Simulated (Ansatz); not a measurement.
# Co (hcp type): the cost of one run

Computed with Ansatz 0.2.0 (DFT, PBE, PAW with Ansatz's default frozen-core files, scalar-relativistic, unless a step's input says otherwise).

1 further run of the same task is left out (it didn't finish).

**1. Starting point**

It takes space group P6_3/mmc (No. 194, hexagonal). Conventional cell: a = 2.491 Å, b = 2.491 Å, c = 4.036 Å, α = 90.00°, β = 90.00°, γ = 120.00°. Co (site symmetry -6m2) has 12 Co at 2.48 to 2.49 Å as nearest neighbours.

As a file:

```xyz
2
Lattice="2.4911 0.0000 0.0000 -1.2456 2.1574 0.0000 0.0000 0.0000 4.0356" Properties=species:S:1:pos:R:3 pbc="T T T"
Co    0.0000    1.4382    1.0089
Co    1.2456    0.7191    3.0267
```

Atoms are numbered in the order of the input: Co1, Co2.

**2. Bulk cell relaxed, PAW**

Contents of input.yaml:

```yaml
crystal:
  lattice:
    - [2.4911007134, 0.0, 0.0]
    - [-1.2455503567, 2.1573565012, 0.0]
    - [0.0, 0.0, 4.0355831558]
  atoms:
    - { symbol: Co, position: [0.3333333333, 0.6666666667, 0.25], spin: 1.7 }
    - { symbol: Co, position: [0.6666666667, 0.3333333333, 0.75], spin: 1.7 }
magnetization:
  spin_polarized: true
kpoints:
  mp_grid: { grid: [20, 20, 11] }
scf:
  occupations: { method: fermi_dirac, width: 0.1 }
hamiltonian:
  xc: pbe
  pseudopotentials: { kind: paw }
output:
  forces: true
  stress: true
relax:
  f_tol: 0.005
  max_steps: 40
  cell: {}
```

Command:

```console
$ ansatz run input.yaml --threads 3 --pin off --max-ram 9216MiB --backend cpu --events-out ev --progress --plain --runs-dir out
```

Q: Estimate wall time and peak memory on 3 threads of Arm Neoverse V1, shared host.

About 28 s, with a peak of 0.48 GiB.
